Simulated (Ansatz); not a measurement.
Consider a formation energy from the elements of AlCu3 and its elements (the Ansatz DFT code, driven from Python).

`formation_alcu3.py`:
```python
"""Heat of formation of AlCu3 at zero temperature, after relaxing atoms and volume at fixed cell shape."""

from collections import Counter
import warnings

import ansatz
import numpy as np

FUNCTIONAL = "PBEsol"
CUTOFF_EV = 630
KSPACING = 0.39
SMEARING = "cold"
SIGMA = 0.05


def run_phase(name, crystal):
    calc = (
        crystal.calculation()
        .functional(FUNCTIONAL)
        .basis(CUTOFF_EV)
        .kpoints(spacing=KSPACING)
        .occupations(SMEARING, width=SIGMA)
        .stress()
    )
    calc = calc.relax(force_tolerance=0.01, max_steps=40, fix_cell=["shape"])
    return calc.run(threads=1)


def counts(outcome):
    return Counter(site.symbol for site in outcome.lattice.sites)

def formation_energy(outcome, mu):
    n = counts(outcome)
    return (outcome.report["energy_sigma0_ev"] - sum(k * mu[element] for element, k in n.items())) / sum(n.values())


def volume_per_atom(outcome):
    return abs(np.linalg.det(outcome.lattice.cell_ang)) / len(outcome.lattice.sites)

warnings.simplefilter("ignore", ansatz.DeckWarning)

phases = {}
alcu3 = (
    ansatz.Lattice.cubic(3.63738)
    .space_group(221)
    .atom("Al", (0.0, 0.0, 0.0))
    .atom("Cu", (0.5, 0.5, 0.0))
)
phases["AlCu3"] = alcu3
al = (
    ansatz.Lattice.of((0.0, 2.02481, 2.02481), (2.02481, 0.0, 2.02481), (2.02481, 2.02481, 0.0))
    .atom("Al", (0.0, 0.0, 0.0))
)
phases["Al"] = al
cu = (
    ansatz.Lattice.of((0.0, 1.8075, 1.8075), (1.8075, 0.0, 1.8075), (1.8075, 1.8075, 0.0))
    .atom("Cu", (0.0, 0.0, 0.0))
)
phases["Cu"] = cu

done = {name: run_phase(name, crystal) for name, crystal in phases.items()}

# energy of one atom in its reference phase
references = {"Al": "Al", "Cu": "Cu"}
mu = {element: done[name].report["energy_sigma0_ev"] / len(done[name].lattice.sites) for element, name in references.items()}

target = done["AlCu3"]
heat = formation_energy(target, mu)
for element, value in mu.items():
    print(f"mu({element}) = {value:.4f} eV from {references[element]}, {volume_per_atom(done[references[element]]):.2f} A^3/atom")
print(f"formation energy of AlCu3: {heat:.4f} eV/atom = {96.4853 * heat:.1f} kJ/mol of atoms")
```

Is AlCu3 bound against its elements at this level, and by how much?

The formation energy is -0.198 eV an atom (-19.1 kJ per mole of atoms), so AlCu3 lies below the reference phases.

The run itself:

Output of `python formation_alcu3.py`:
```text
mu(Al) = -524.5948 eV from Al, 16.07 A^3/atom
mu(Cu) = -6588.7394 eV from Cu, 11.38 A^3/atom
formation energy of AlCu3: -0.1978 eV/atom = -19.1 kJ/mol of atoms
```

What to keep in mind:
- The settings weren't tested for convergence.
- The run is spin-unpolarised.
- For the metals among these phases the mesh is modest: differences between phases can be off by up to 40 meV an atom.
- Atoms and volume are relaxed with the cell's shape held, which in cells of lower than cubic symmetry can hide stresses and shift volumes.
- The cells come from databases of deposited and of computed structures, and not all need be stable phases.
- The compound is the structure given, not necessarily its lowest; energies are at zero temperature, with no correction for gases. A semilocal functional's error on such energies is often 0.05 to 0.1 eV an atom, and 0.1 to 0.3 eV against gases such as O2 or F2.
- Wall time of the script: 9.4 s on 1 thread of Arm Neoverse V2, on a shared host, peak memory 0.41 GiB.

(Lines on the test bed's own set-up are left out of the output.)
